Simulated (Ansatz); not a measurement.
# BClH3NO: the cost of one run

All numbers below are computed with Ansatz 0.2.0 (RKS PBE0-D4/STO-3G).

## 1. Starting point

Bond lengths: B1–Cl2 1.860 Å, B1–O3 1.410 Å, O3–H4 1.010 Å, B1–N5 1.550 Å, N5–H6 1.060 Å, N5–H7 1.060 Å. Angles: Cl2–B1–O3 120.0°, Cl2–B1–N5 120.0°, O3–B1–N5 120.0°, B1–O3–H4 109.5°, B1–N5–H6 120.0°, B1–N5–H7 120.0°, H6–N5–H7 120.0°.

Coordinates:

```xyz
7

B     0.0000    0.0000    0.0000
Cl    0.0000    0.0000    1.8600
O     1.2211    0.0000   -0.7050
H     1.5209   -0.9519   -0.8599
N    -1.3423    0.0000   -0.7750
H    -2.0112   -0.8164   -0.6764
H    -1.5914    0.8164   -1.4036
```

## 2. Preparing the start

Contents of input.yaml:

```yaml
crystal:
  periodic: [false, false, false]
  atoms:
    - { symbol: B, position_ang: [0.0, 0.0, 0.0] }
    - { symbol: Cl, position_ang: [0.0, 0.0, 1.86] }
    - { symbol: O, position_ang: [1.2211, 0.0, -0.705] }
    - { symbol: H, position_ang: [1.5209, -0.9519, -0.8599] }
    - { symbol: "N", position_ang: [-1.3423, 0.0, -0.775] }
    - { symbol: H, position_ang: [-2.0112, -0.8164, -0.6764] }
    - { symbol: H, position_ang: [-1.5914, 0.8164, -1.4036] }
basis:
  gaussian: { orbitals: STO-3G }
hamiltonian:
  xc: pbe0
  dispersion: d4
relax:
  f_tol: 0.02
  max_steps: 40
output:
  orbitals: {}
```

Started as:

```console
ansatz run input.yaml --threads 1 --pin off --max-ram 2048MiB --backend cpu --events-out ev --progress --plain --runs-dir out
```

**Question.** How long does this run take on 1 thread of Arm Neoverse V1, shared host, and how much memory does it need?

About 23 s, with a peak of 0.13 GiB.
